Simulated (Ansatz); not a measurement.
# B12Ru: a closer look at a trial structure

This session takes a relaxed cell of B12Ru and sets out to compute bands, density of states and charges.

Computed with Ansatz 0.2.0 (DFT PBE, scalar-relativistic, plane waves, PAW, unless a step's input says otherwise).

## Step 1: The starting structure

The structure is cubic, space group Pm-3m (No. 221). The conventional cell has a = 4.487 Å, b = 4.487 Å, c = 4.487 Å, α = 90.00°, β = 90.00°, γ = 90.00°. B (site symmetry mm2) has 6 B at 1.84 to 1.89 Å and 2 Ru at 2.61 Å as nearest neighbours. Around Ru (site symmetry m-3m) lie 24 B at 2.61 Å.

Structure file:

```cif
data_structure
_symmetry_space_group_name_H-M 'Pm-3m'
_symmetry_Int_Tables_number 221
_cell_length_a 4.4870
_cell_length_b 4.4870
_cell_length_c 4.4870
_cell_angle_alpha 90.000
_cell_angle_beta 90.000
_cell_angle_gamma 90.000
_cell_volume 90.34
loop_
_atom_site_label
_atom_site_type_symbol
_atom_site_symmetry_multiplicity
_atom_site_Wyckoff_symbol
_atom_site_fract_x
_atom_site_fract_y
_atom_site_fract_z
_atom_site_occupancy
B1 B 12 j 0.50000 0.78983 0.78983 1
Ru1 Ru 1 a 0.00000 0.00000 0.00000 1
```

It is the end of an earlier relaxation with the same method, from an invented guess; it needn't be the stable form of this composition. At a tolerance of 0.05 Å it has space group Pm-3m (No. 221); it has 6.95 Å³/atom, an uncorrected energy of +0.93 eV/atom over the elements.

## Step 2: Electronic structure at the relaxed geometry

Contents of input.yaml:

```yaml
crystal:
  lattice:
    - [4.4870158826, 0.0, 0.0]
    - [0.0, 4.4870158826, 0.0]
    - [0.0, 0.0, 4.4870158826]
  atoms:
    - { symbol: B, position: [0.5, 0.789832299, 0.789832299] }
    - { symbol: B, position: [0.5, 0.210167701, 0.789832299] }
    - { symbol: B, position: [0.5, 0.789832299, 0.210167701] }
    - { symbol: B, position: [0.5, 0.210167701, 0.210167701] }
    - { symbol: B, position: [0.789832299, 0.5, 0.789832299] }
    - { symbol: B, position: [0.789832299, 0.5, 0.210167701] }
    - { symbol: B, position: [0.210167701, 0.5, 0.789832299] }
    - { symbol: B, position: [0.210167701, 0.5, 0.210167701] }
    - { symbol: B, position: [0.789832299, 0.789832299, 0.5] }
    - { symbol: B, position: [0.210167701, 0.789832299, 0.5] }
    - { symbol: B, position: [0.789832299, 0.210167701, 0.5] }
    - { symbol: B, position: [0.210167701, 0.210167701, 0.5] }
    - { symbol: Ru, position: [0.0, 0.0, 0.0] }
basis:
  ecutwfc: 420
kpoints:
  mp_grid: { grid: [8, 8, 8] }
  band_path:
    path:
      - [[0.0, 0.0, 0.0], [0.0, 0.5, 0.0], [0.5, 0.5, 0.0], [0.0, 0.0, 0.0], [0.5, 0.5, 0.5], [0.0, 0.5, 0.0]]
      - [[0.5, 0.5, 0.5], [0.5, 0.5, 0.0]]
    npoints: 10
hamiltonian:
  xc: pbe
scf:
  occupations: { method: gaussian, width: 0.1 }
  n_extra_bands: 32
output:
  forces: true
  stress: true
  eigenvalues: true
  populations: true
  dos: { projected: true, de: 0.02, nscf_kmesh: { grid: [12, 12, 12] } }
  bader: false
  write_density: true
  write_potential: true
  elf: true
  volumetric_format: npy
```

Command:

```bash
> ansatz run input.yaml --threads 1 --pin off --max-ram 2048MiB --backend cpu --events-out ev --progress --plain --runs-dir out
```

Before running it: what results should come out? Wanted: gap; states at the Fermi level.

The runs gave:

```
                 quantity                 value
                      gap          none (metal)
states at the Fermi level  7.20 per eV per cell
```

In words: There is no gap at this level. Of the projected weight within 0.25 eV of the Fermi level, the largest part is Ru 4d (52 %) and B 2p (38 %).
